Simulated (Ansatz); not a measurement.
# YSi2: the cost of one run

Method: DFT PBEsol, scalar-relativistic, plane waves, PAW, in Ansatz 0.2.0.

## (1) The starting structure

It takes space group P6/mmm (No. 191, hexagonal). Conventional cell: a = 4.102 Å, b = 4.102 Å, c = 3.958 Å, α = 90.00°, β = 90.00°, γ = 120.00°. Y (site symmetry 6/mmm) is surrounded by 12 Si at 3.09 Å. Around Si (site symmetry -6m2) lie 3 Si at 2.37 Å and 6 Y at 3.09 Å.

Coordinates:

```cif
data_structure
_symmetry_space_group_name_H-M 'P6/mmm'
_symmetry_Int_Tables_number 191
_cell_length_a 4.1021
_cell_length_b 4.1021
_cell_length_c 3.9580
_cell_angle_alpha 90.000
_cell_angle_beta 90.000
_cell_angle_gamma 120.000
_cell_volume 57.68
loop_
_atom_site_label
_atom_site_type_symbol
_atom_site_symmetry_multiplicity
_atom_site_Wyckoff_symbol
_atom_site_fract_x
_atom_site_fract_y
_atom_site_fract_z
_atom_site_occupancy
Y1 Y 1 a 0.00000 0.00000 0.00000 1
Si1 Si 2 d 0.33333 0.66667 0.50000 1
```

It is the result of an earlier relaxation at this level (volume 19.23 Å³/atom; gap on the mesh: none (metal)).

## (2) Relaxing with PBEsol

Contents of input.yaml:

```yaml
crystal:
  lattice:
    - [4.1020906136, 0.0, 0.0]
    - [-2.0510453068, 3.55251468, 0.0]
    - [0.0, 0.0, 3.9580049847]
  atoms:
    - { symbol: "Y", position: [0.0, 0.0, 0.0] }
    - { symbol: Si, position: [0.3333333333, 0.6666666667, 0.5] }
    - { symbol: Si, position: [0.6666666667, 0.3333333333, 0.5] }
basis:
  ecutwfc: 420
kpoints:
  mp_grid: { grid: [12, 12, 10] }
hamiltonian:
  xc: pbesol
scf:
  occupations: { method: gaussian, width: 0.1 }
output:
  forces: true
  stress: true
  eigenvalues: true
  write_density: true
  write_potential: true
  elf: true
  volumetric_format: npy
relax:
  adjacent_minimum: "off"
  f_tol: 0.005
  max_steps: 50
  cell: { stress_tol: 0.05 }
```

On the command line:

```bash
ansatz run input.yaml --threads 1 --pin off --max-ram 2560MiB --backend cpu --events-out ev --progress --plain --runs-dir out
```

What time and memory should one allow on 1 thread of Intel Xeon Platinum 8488C (Sapphire Rapids), shared host?

About 20 s, with a peak of 0.45 GiB.
